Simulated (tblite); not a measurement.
# C2H9B3O3: the cost of one run

Programs: tblite 0.8.0 and PySCF 2.14.0, with density-fitted response routines of our own. Each step states its level of theory. These are calculated values for one molecule in the gas phase, unless marked as measured. Atoms are numbered from 0 throughout.

## Step 1: The starting structure

17 atoms, charge 0, multiplicity 1; geometry from: force field or distance geometry start.

Bonds of the start (Å): B0–O1 1.45, O1–B2 1.50, B2–C3 1.58, C3–O4 1.38, O4–C5 1.37, B2–O6 1.44, O6–B7 1.47, B0–H8 1.20, B0–H9 1.19, C3–H10 1.13, C3–H11 1.10, C5–H12 1.11, C5–H13 1.12, C5–H14 1.13, B7–H15 1.17, B7–H16 1.19.

## Step 2: Optimising the geometry with GFN2-xTB

Job settings and geometry (Å):

```
{"job": {"kind": "relax", "xc": "GFN2-xTB", "basis": "xTB"}, "charge": 0, "multiplicity": 1}
B     -0.015800     2.538500     0.002000
O      0.651500     1.514100    -0.778800
B      0.630400     0.227300    -0.017300
C     -0.111700    -0.950800    -0.757400
O     -1.230900    -1.443000    -0.120300
C     -2.262900    -0.555500     0.064700
O      1.697200     0.067000     0.934900
B      2.482200    -1.158500     0.701400
H     -0.135400     3.611900    -0.509900
H     -0.239200     2.480300     1.165100
H      0.644600    -1.789200    -0.795000
H     -0.404100    -0.640800    -1.773100
H     -2.657200    -0.122900    -0.878900
H     -3.118200    -1.091100     0.544600
H     -2.021700     0.271000     0.789600
H      3.153200    -1.274400    -0.252200
H      2.931100    -1.671800     1.670800
```

Started as:

```sh
OMP_NUM_THREADS=1 python probes_run.py task.json out
```

One launch serves the whole session: the jobs run in the order shown.

**Question.** How long does this first job take on 1 thread of Arm Neoverse N1, shared host, and how much memory does it need?

About 2.1 s, with a peak of 0.18 GiB.
